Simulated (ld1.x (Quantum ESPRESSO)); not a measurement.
# Germanium: generating and testing an ultrasoft potential

Task: generate the file, and judge it by its errors in other configurations, its logarithmic derivatives, its ghosts and its cutoff.

Program: ld1.x (Quantum ESPRESSO) 7.5. Reference atom: PBE, scalar-relativistic, spherical and spin-unpolarised. All values are calculated.

**1. Starting point**

Typed settings, in words:

| Quantity | Value |
| --- | --- |
| element | germanium (Ge, Z = 32) |
| type | ultrasoft |
| frozen core | [Ne] |
| valence charge | 22 |
| reference configuration | 3s2 3p6 3d10 4s2 4p2 |
| partial waves | 3s (bound): rcut 0.85, rcutus 1.15 bohr; 4s (bound): rcut 0.85, rcutus 1.15 bohr; 3p (bound): rcut 1.20, rcutus 1.35 bohr; 4p (bound): rcut 1.20, rcutus 1.35 bohr; 3d (bound): rcut 0.65, rcutus 0.85 bohr; 3d channel at 0.3 Ry: rcut 0.65, rcutus 0.85 bohr |
| local potential | all-electron potential smoothed inside 0.65 bohr (lloc = -1) |
| core correction | a·sin(br)/r model core inside 0.60 bohr |
| augmentation charge | PSQ, inside the norm-conserving radii |

**2. Generating the potential**

File Ge.in:

```
 &input
   title='Ge', zed=32., rel=1, dft='PBE', iswitch=3,
   config='[Ar] 3d10 4s2 4p2',
   nld=3, rlderiv=1.50, eminld=-14.0, emaxld=5.0, deld=0.04
 /
 &inputp
   pseudotype=3, tm=.true., lloc=-1, rcloc=0.65,
   nlcc=.true., rcore=0.60,
   which_augfun='PSQ', rmatch_augfun_nc=.true.,
   file_pseudopw='Ge.UPF', file_wfcaegen='ae.wfc', file_wfcncgen='nc.wfc', file_beta='beta', file_chi='chi', file_wfcusgen='us.wfc'
 /
6
3S  1  0   2.00   0.00  0.85  1.15  0.0
4S  2  0   2.00   0.00  0.85  1.15  0.0
3P  2  1   6.00   0.00  1.20  1.35  0.0
4P  3  1   2.00   0.00  1.20  1.35  0.0
3D  3  2  10.00   0.00  0.65  0.85  0.0
3D  3  2   0.00   0.30  0.65  0.85  0.0
 &test
   configts(1)='3s2 3p6 3d10 4s2 4p2'
 /
```

The run is started by

```bash
$ ld1.x < Ge.in > Ge.out
```

The output, Ge.out (without the banner and most projector matrices):

```text
     Program LD1 v.7.5
     --------------------------- All-electron run ----------------------------

     Ge
     scalar relativistic calculation

     atomic number is 32.00
     dft =PBE   lsd =0 sic =0 latt =0  beta=0.20 tr2=1.0E-14
     Exchange-correlation= PBE
                           (   1   4   3   4   0   0   0)
     mesh =1207 r(mesh) = 100.41023 a.u. xmin = -7.00 dx = 0.01250
     1 Ry =  13.60569312 eV, c = 137.03599908

     n l     nl                  e(Ry)          e(Ha)          e(eV)
     1 0     1S 1( 2.00)      -805.6314      -402.8157    -10961.1741
     2 0     2S 1( 2.00)      -100.8250       -50.4125     -1371.7939
     2 1     2P 1( 6.00)       -88.1036       -44.0518     -1198.7111
     3 0     3S 1( 2.00)       -12.3839        -6.1919      -168.4909
     3 1     3P 1( 6.00)        -8.4979        -4.2490      -115.6205
     3 2     3D 1(10.00)        -2.1543        -1.0772       -29.3109
     4 0     4S 1( 2.00)        -0.8622        -0.4311       -11.7311
     4 1     4P 1( 2.00)        -0.2863        -0.1431        -3.8953

     final scf error:  3.0E-15 reached in  36 iterations

     Etot =   -4197.669992 Ry,   -2098.834996 Ha,  -57112.209742 eV

     Ekin =    4273.695468 Ry,    2136.847734 Ha,   58146.589038 eV
     Encl =  -10116.689522 Ry,   -5058.344761 Ha, -137644.573051 eV
     Eh   =    1804.321722 Ry,     902.160861 Ha,   24549.047641 eV
     Exc  =    -158.997660 Ry,     -79.498830 Ha,   -2163.273369 eV

     normalization and overlap integrals

     s(1S/1S) =  1.000000  <r> =   0.0470  <r2> =    0.0030  r(max) =   0.0309
     s(2S/2S) =  1.000000  <r> =   0.2100  <r2> =    0.0520  r(max) =   0.1754
     s(2P/2P) =  1.000000  <r> =   0.1837  <r2> =    0.0414  r(max) =   0.1418
     s(3S/3S) =  1.000000  <r> =   0.6242  <r2> =    0.4495  r(max) =   0.5402
     s(3P/3P) =  1.000000  <r> =   0.6470  <r2> =    0.4929  r(max) =   0.5402
     s(3D/3D) =  1.000000  <r> =   0.7365  <r2> =    0.6969  r(max) =   0.5012
     s(4S/4S) =  1.000000  <r> =   2.1162  <r2> =    5.1841  r(max) =   1.7494
     s(4P/4P) =  1.000000  <r> =   2.8993  <r2> =   10.0650  r(max) =   2.2184

     ------------------------ End of All-electron run ------------------------

     --------------------- Generating US pseudopotential ---------------------

      Generating local potential from pseudized AE potential:
      Matching radius rcloc =   0.6500

      Local pseudo, rcloc= 0.644 Estimated cut-off energy=    59.18 Ry

      Computing core charge for nlcc:

       r > 0.60 : true rho core
       r < 0.60 : rho core = a sin(br)/r    a=   0.67  b=   4.76

      Integrated core pseudo-charge :   0.10
      Wfc-us  3S rcutus= 1.144  Estimated cut-off energy=    42.48 Ry
      Wfc-us  4S rcutus= 1.144  Estimated cut-off energy=    87.77 Ry
      Wfc-us  3P rcutus= 1.362  Estimated cut-off energy=    47.29 Ry
      Wfc-us  4P rcutus= 1.362  Estimated cut-off energy=    36.44 Ry
      Wfc-us  3D rcutus= 0.847  Estimated cut-off energy=   160.22 Ry
      Wfc-us  3D rcutus= 0.847  Estimated cut-off energy=   175.56 Ry

     Q pseudized with Bessel functions
     Expected ecutrho=     971.9047 due to l1=  2   l2=  2

     ------------------- End of pseudopotential generation -------------------

     [... the all-electron block is printed once more ...]


     Computing logarithmic derivative in   1.49636
     Computing logarithmic derivative in   1.49636
     Computing the partial wave expansion
     R is outside the sphere for l=    0 j= 0.00
     R is outside the sphere for l=    0 j= 0.00
     R is outside the sphere for l=    1 j= 0.00
     R is outside the sphere for l=    1 j= 0.00
     R is outside the sphere for l=    2 j= 0.00
     R is outside the sphere for l=    2 j= 0.00

     ---------------------- Testing the pseudopotential ----------------------

     Ge
     scalar relativistic calculation

     atomic number is 32.00   valence charge is 22.00
     dft =PBE   lsd =0 sic =0 latt =0  beta=0.20 tr2=1.0E-14
     mesh =1207 r(mesh) = 100.41023 xmin = -7.00 dx = 0.01250

     n l     nl             e AE (Ry)        e PS (Ry)    De AE-PS (Ry)
     1 0     3S   1( 2.00)      -12.38385      -12.38365       -0.00020
     2 1     3P   1( 6.00)       -8.49795       -8.49776       -0.00019
     3 2     3D   1(10.00)       -2.15431       -2.15417       -0.00014
     2 0     4S   1( 2.00)       -0.86222       -0.86219       -0.00003
     3 1     4P   1( 2.00)       -0.28630       -0.28628       -0.00002

     eps = 6.2E-15  iter =  7

     Etot =   -4197.669992 Ry,   -2098.834996 Ha,  -57112.209742 eV
     Etotps =  -592.581753 Ry,    -296.290876 Ha,   -8062.485479 eV

     Ekin =     188.189661 Ry,      94.094830 Ha,    2560.450776 eV
     Encl =   -1448.170446 Ry,    -724.085223 Ha,  -19703.362672 eV
     Ehrt =     507.825404 Ry,     253.912702 Ha,    6909.316611 eV
     Ecxc =     -49.777600 Ry,     -24.888800 Ha,    -677.258747 eV
     (Ecc =      -0.088590 Ry,      -0.044295 Ha,      -1.205324 eV)
     Epseu=     209.351227 Ry,     104.675614 Ha,    2848.368552 eV

     ---------------------- End of pseudopotential test ----------------------
```

Wall time 3.8 s (1 thread, shared host). (Generation and the later configuration tests together.)

All-electron and pseudo partial waves u(r) = r·R(r), from the program's wave files:

| r (bohr) | 3d AE | 3d PS |
| --- | --- | --- |
| 0.068 | 0.0703 | 0.0066 |
| 0.135 | 0.3005 | 0.0492 |
| 0.202 | 0.5805 | 0.1502 |
| 0.270 | 0.8267 | 0.3143 |
| 0.338 | 1.0018 | 0.5199 |
| 0.405 | 1.1042 | 0.7282 |
| 0.473 | 1.1481 | 0.9070 |
| 0.540 | 1.1472 | 1.0233 |
| 0.608 | 1.1156 | 1.0705 |
| 0.675 | 1.0656 | 1.0568 |
| 0.742 | 1.0047 | 1.0051 |
| 0.810 | 0.9374 | 0.9375 |
| 0.878 | 0.8684 | 0.8684 |
| 0.945 | 0.8013 | 0.8013 |
| 1.013 | 0.7355 | 0.7355 |
| 1.080 | 0.6740 | 0.6740 |
| 1.148 | 0.6153 | 0.6153 |
| 1.215 | 0.5615 | 0.5615 |
| 1.283 | 0.5110 | 0.5110 |
| 1.350 | 0.4652 | 0.4652 |
| 1.418 | 0.4225 | 0.4225 |
| 1.485 | 0.3840 | 0.3840 |
| 1.553 | 0.3484 | 0.3484 |
| 1.620 | 0.3164 | 0.3164 |
| 1.688 | 0.2868 | 0.2868 |
| 1.755 | 0.2603 | 0.2603 |

**3. Testing the new file in other configurations**

File Ge.test.in:

```
 &input
   title='Ge', zed=32., rel=1, dft='PBE', iswitch=2,
   config='[Ar] 3d10 4s2 4p2'
 /
 &test
   file_pseudo='Ge.UPF', nconf=8,
   configts(1)='3s2 3p6 3d10 4s2 4p2',
   configts(2)='3s2 3p6 3d10 4s2 4p1',
   configts(3)='3s2 3p6 3d10 4s2 4p0',
   configts(4)='3s2 3p6 3d10 4s1 4p0',
   configts(5)='3s1 3p6 3d10 4s2 4p2',
   configts(6)='3s2 3p5 3d10 4s2 4p2',
   configts(7)='3s2 3p6 3d9 4s2 4p2',
   configts(8)='3s2 3p6 3d10 4s0 4p0'
 /
```

The run is started by

```bash
$ ld1.x < Ge.test.in > Ge.test.out
```

Ge.test.out, the pseudopotential blocks:

```text
     ---------------------- Testing the pseudopotential ----------------------

     Ge
     scalar relativistic calculation

     atomic number is 32.00   valence charge is 22.00
     dft =PBE   lsd =0 sic =0 latt =0  beta=0.20 tr2=1.0E-14
     mesh =1207 r(mesh) = 100.41023 xmin = -7.00 dx = 0.01250

     n l     nl             e AE (Ry)        e PS (Ry)    De AE-PS (Ry)
     1 0     3S   1( 2.00)      -12.38385      -12.38365       -0.00020
     2 1     3P   1( 6.00)       -8.49795       -8.49776       -0.00019
     3 2     3D   1(10.00)       -2.15431       -2.15417       -0.00014
     2 0     4S   1( 2.00)       -0.86222       -0.86219       -0.00003
     3 1     4P   1( 2.00)       -0.28630       -0.28628       -0.00002

     eps = 6.2E-15  iter =  7

     Etot =   -4197.669992 Ry,   -2098.834996 Ha,  -57112.209742 eV
     Etotps =  -592.581753 Ry,    -296.290876 Ha,   -8062.485479 eV

     Ekin =     188.189661 Ry,      94.094830 Ha,    2560.450776 eV
     Encl =   -1448.170446 Ry,    -724.085223 Ha,  -19703.362672 eV
     Ehrt =     507.825404 Ry,     253.912702 Ha,    6909.316611 eV
     Ecxc =     -49.777600 Ry,     -24.888800 Ha,    -677.258747 eV
     (Ecc =      -0.088590 Ry,      -0.044295 Ha,      -1.205324 eV)
     Epseu=     209.351227 Ry,     104.675614 Ha,    2848.368552 eV

     ---------------------- End of pseudopotential test ----------------------

     ---------------------- Testing the pseudopotential ----------------------

     Ge
     [...]
     n l     nl             e AE (Ry)        e PS (Ry)    De AE-PS (Ry)
     1 0     3S   1( 2.00)      -13.04723      -13.04731        0.00008
     2 1     3P   1( 6.00)       -9.16139       -9.16167        0.00028
     3 2     3D   1(10.00)       -2.81637       -2.81665        0.00028
     2 0     4S   1( 2.00)       -1.45956       -1.45947       -0.00010
     3 1     4P   1( 1.00)       -0.82628       -0.82624       -0.00004

     eps = 4.1E-16  iter =  9

     Etot =   -4197.122869 Ry,   -2098.561434 Ha,  -57104.765750 eV
     Etotps =  -592.034585 Ry,    -296.017293 Ha,   -8055.040884 eV
     dEtot_ae =       0.547123 Ry
     dEtot_ps =       0.547168 Ry,   Delta E=      -0.000044 Ry

     [...]
     ---------------------- End of pseudopotential test ----------------------

     ---------------------- Testing the pseudopotential ----------------------

     Ge
     [...]
     n l     nl             e AE (Ry)        e PS (Ry)    De AE-PS (Ry)
     1 0     3S   1( 2.00)      -13.85029      -13.85122        0.00094
     2 1     3P   1( 6.00)       -9.96437       -9.96590        0.00153
     3 2     3D   1(10.00)       -3.61570       -3.61714        0.00145
     2 0     4S   1( 2.00)       -2.14976       -2.14963       -0.00014
     3 1     4P   1( 0.00)       -1.45571       -1.45573        0.00002

     eps = 5.8E-16  iter = 11

     Etot =   -4195.988126 Ry,   -2097.994063 Ha,  -57089.326796 eV
     Etotps =  -590.899708 Ry,    -295.449854 Ha,   -8039.600088 eV
     dEtot_ae =       1.681865 Ry
     dEtot_ps =       1.682045 Ry,   Delta E=      -0.000180 Ry

     [...]
     ---------------------- End of pseudopotential test ----------------------

     ---------------------- Testing the pseudopotential ----------------------

     Ge
     [...]
     n l     nl             e AE (Ry)        e PS (Ry)    De AE-PS (Ry)
     1 0     3S   1( 2.00)      -14.88343      -14.88400        0.00057
     2 1     3P   1( 6.00)      -10.99652      -10.99778        0.00126
     3 2     3D   1(10.00)       -4.63739       -4.63921        0.00182
     2 0     4S   1( 1.00)       -2.97339       -2.97329       -0.00011
     3 1     4P   1( 0.00)       -2.20993       -2.21005        0.00012

     eps = 5.3E-15  iter = 12

     Etot =   -4193.431031 Ry,   -2096.715516 Ha,  -57054.535744 eV
     Etotps =  -588.342466 Ry,    -294.171233 Ha,   -8004.807037 eV
     dEtot_ae =       4.238961 Ry
     dEtot_ps =       4.239287 Ry,   Delta E=      -0.000327 Ry

     [...]
     ---------------------- End of pseudopotential test ----------------------

     ---------------------- Testing the pseudopotential ----------------------

     Ge
     [...]
     n l     nl             e AE (Ry)        e PS (Ry)    De AE-PS (Ry)
     1 0     3S   1( 1.00)      -13.94586      -13.93904       -0.00682  !
     2 1     3P   1( 6.00)      -10.04266      -10.03548       -0.00719  !
     3 2     3D   1(10.00)       -3.63876       -3.63344       -0.00532  !
     2 0     4S   1( 2.00)       -1.67698       -1.67528       -0.00171
     3 1     4P   1( 2.00)       -0.97103       -0.97163        0.00060

     eps = 1.2E-15  iter = 13

     Etot =   -4184.529428 Ry,   -2092.264714 Ha,  -56933.423262 eV
     Etotps =  -579.440825 Ry,    -289.720412 Ha,   -7883.694046 eV
     dEtot_ae =      13.140564 Ry
     dEtot_ps =      13.140928 Ry,   Delta E=      -0.000364 Ry

     [...]
     ---------------------- End of pseudopotential test ----------------------

     ---------------------- Testing the pseudopotential ----------------------

     Ge
     [...]
     n l     nl             e AE (Ry)        e PS (Ry)    De AE-PS (Ry)
     1 0     3S   1( 2.00)      -13.92861      -13.92185       -0.00677  !
     2 1     3P   1( 5.00)      -10.02625      -10.02296       -0.00328
     3 2     3D   1(10.00)       -3.62134       -3.61965       -0.00169
     2 0     4S   1( 2.00)       -1.67628       -1.67443       -0.00186
     3 1     4P   1( 2.00)       -0.97088       -0.97187        0.00099

     eps = 2.8E-15  iter = 16

     Etot =   -4188.432515 Ry,   -2094.216257 Ha,  -56986.527461 eV
     Etotps =  -583.342008 Ry,    -291.671004 Ha,   -7936.772353 eV
     dEtot_ae =       9.237477 Ry
     dEtot_ps =       9.239744 Ry,   Delta E=      -0.002267 Ry

     [...]
     ---------------------- End of pseudopotential test ----------------------

     ---------------------- Testing the pseudopotential ----------------------

     Ge
     [...]
     n l     nl             e AE (Ry)        e PS (Ry)    De AE-PS (Ry)
     1 0     3S   1( 2.00)      -13.87318      -13.86698       -0.00620  !
     2 1     3P   1( 6.00)       -9.96991       -9.96690       -0.00301
     3 2     3D   1( 9.00)       -3.58009       -3.56895       -0.01115  !
     2 0     4S   1( 2.00)       -1.67091       -1.66958       -0.00133
     3 1     4P   1( 2.00)       -0.96867       -0.96945        0.00078

     eps = 5.1E-15  iter = 14

     Etot =   -4194.826643 Ry,   -2097.413321 Ha,  -57073.524006 eV
     Etotps =  -589.742679 Ry,    -294.871340 Ha,   -8023.857917 eV
     dEtot_ae =       2.843349 Ry
     dEtot_ps =       2.839073 Ry,   Delta E=       0.004276 Ry

     [...]
     ---------------------- End of pseudopotential test ----------------------

     ---------------------- Testing the pseudopotential ----------------------

     Ge
     [...]
     n l     nl             e AE (Ry)        e PS (Ry)    De AE-PS (Ry)
     1 0     3S   1( 2.00)      -15.99688      -15.99745        0.00057
     2 1     3P   1( 6.00)      -12.10813      -12.10942        0.00129
     3 2     3D   1(10.00)       -5.73553       -5.73820        0.00267
     2 0     4S   1( 0.00)       -3.84393       -3.84405        0.00011
     3 1     4P   1( 0.00)       -3.00875       -3.00927        0.00052

     eps = 7.5E-15  iter = 12

     Etot =   -4190.024885 Ry,   -2095.012443 Ha,  -57008.192764 eV
     Etotps =  -584.935973 Ry,    -292.467986 Ha,   -7958.459342 eV
     dEtot_ae =       7.645107 Ry
     dEtot_ps =       7.645780 Ry,   Delta E=      -0.000673 Ry

     [...]
     ---------------------- End of pseudopotential test ----------------------
```

Excitation and ionisation energies from 3s2 3p6 3d10 4s2 4p2, with the error of the potential.

```csv
valence configuration,charge,ΔE all-electron (eV),error AE − PS (meV)
3s2 3p6 3d10 4s2 4p1,+1,7.444,-0.6
3s2 3p6 3d10 4s2 4p0,+2,22.883,-2.4
3s2 3p6 3d10 4s1 4p0,+3,57.674,-4.4
3s1 3p6 3d10 4s2 4p2,+1,178.786,-5.0
3s2 3p5 3d10 4s2 4p2,+1,125.682,-31
3s2 3p6 3d9 4s2 4p2,+1,38.686,+58
3s2 3p6 3d10 4s0 4p0,+4,104.017,-9.2
```

**4. Does it scatter like the atom?**

Taken from the files of the generation run. The phase is arctan(r·u′/u) with u = r·R, unwrapped, with energies in Ry. A pole is an energy at which the radial function vanishes at the test radius. The pseudo phase is shifted by a multiple of π to meet the all-electron one at the reference energy. Levels narrower than the energy grid can be missing from the poles. Left out: s, where the overlap operator is not positive , so their phases aren't trusted. The last column is the largest difference on the grid between −1 and +1 Ry.

| channel | radius (bohr) | reference (Ry) | poles AE | poles PS | window around the reference with phases within 0.05 rad (Ry) | largest difference near zero (rad) |
| --- | --- | --- | --- | --- | --- | --- |
| p | 1.50 | -0.29 | -8.27 | -8.27 | the whole range | 0.002 |
| d | 1.50 | -2.15 | -1.62 | -1.62 | the whole range | 0.000 |

Phases (rad) along the scan:

| E (Ry) | p AE | p PS | d AE | d PS |
| --- | --- | --- | --- | --- |
| -14.00 | 1.371 | 1.370 | 1.391 | 1.391 |
| -13.04 | 1.360 | 1.359 | 1.385 | 1.385 |
| -12.08 | 1.346 | 1.345 | 1.377 | 1.377 |
| -11.12 | 1.325 | 1.324 | 1.369 | 1.369 |
| -10.16 | 1.288 | 1.287 | 1.359 | 1.359 |
| -9.20 | 1.147 | 1.145 | 1.347 | 1.347 |
| -8.24 | -1.586 | -1.586 | 1.333 | 1.333 |
| -7.28 | -1.751 | -1.752 | 1.315 | 1.315 |
| -6.32 | -1.799 | -1.800 | 1.292 | 1.292 |
| -5.36 | -1.835 | -1.836 | 1.258 | 1.258 |
| -4.40 | -1.871 | -1.872 | 1.202 | 1.202 |
| -3.44 | -1.914 | -1.915 | 1.063 | 1.063 |
| -2.48 | -1.970 | -1.971 | -0.137 | -0.137 |
| -1.52 | -2.050 | -2.051 | -1.605 | -1.605 |
| -0.56 | -2.177 | -2.177 | -1.774 | -1.774 |
| 0.40 | -2.399 | -2.400 | -1.867 | -1.867 |
| 1.36 | -2.827 | -2.833 | -1.958 | -1.958 |
| 2.32 | -3.484 | -3.506 | -2.081 | -2.081 |
| 3.28 | -4.004 | -4.031 | -2.285 | -2.286 |
| 4.24 | -4.279 | -4.306 | -2.683 | -2.685 |

**5. Cutoff and ghost test in a Bessel basis**

A separate test, outside the generator: the pseudo-atom's Hamiltonian at the reference potential is diagonalised in spherical Bessel functions j_l(qr) that vanish at 20 bohr, with q² up to the cutoff.

No cutoffs are read. The overlap operator is not positive in s (lowest eigenvalue -0.040), so the test is not defined there. The ghost test is not conclusive.

**6. Outcome**

```
                                                quantity                             value
                                                 cutoffs                    not determined
                                            bound ghosts                    not determined
                            largest test error (AE − PS)  +58 meV, for 3s2 3p6 3d9 4s2 4p2
largest phase difference near zero energy, channels read                         0.002 rad
         lowest eigenvalue of the overlap (Bessel basis)                        -0.040 (s)
               density cutoff estimated by the generator                            972 Ry
```

What this shows: The overlap operator is not positive definite in s, so a plane-wave run would break down once the basis is large enough. The worst unpolarised test, 3s2 3p6 3d9 4s2 4p2, is off by 58 meV on 38.7 eV; by total energies transferability rates as fair. No cutoffs are read. Ghosts could not be judged. Near zero energy the phases of the channels with partial waves that could be evaluated agree within 0.002 rad. These are tests on the free atom; a crystal test is still owed.
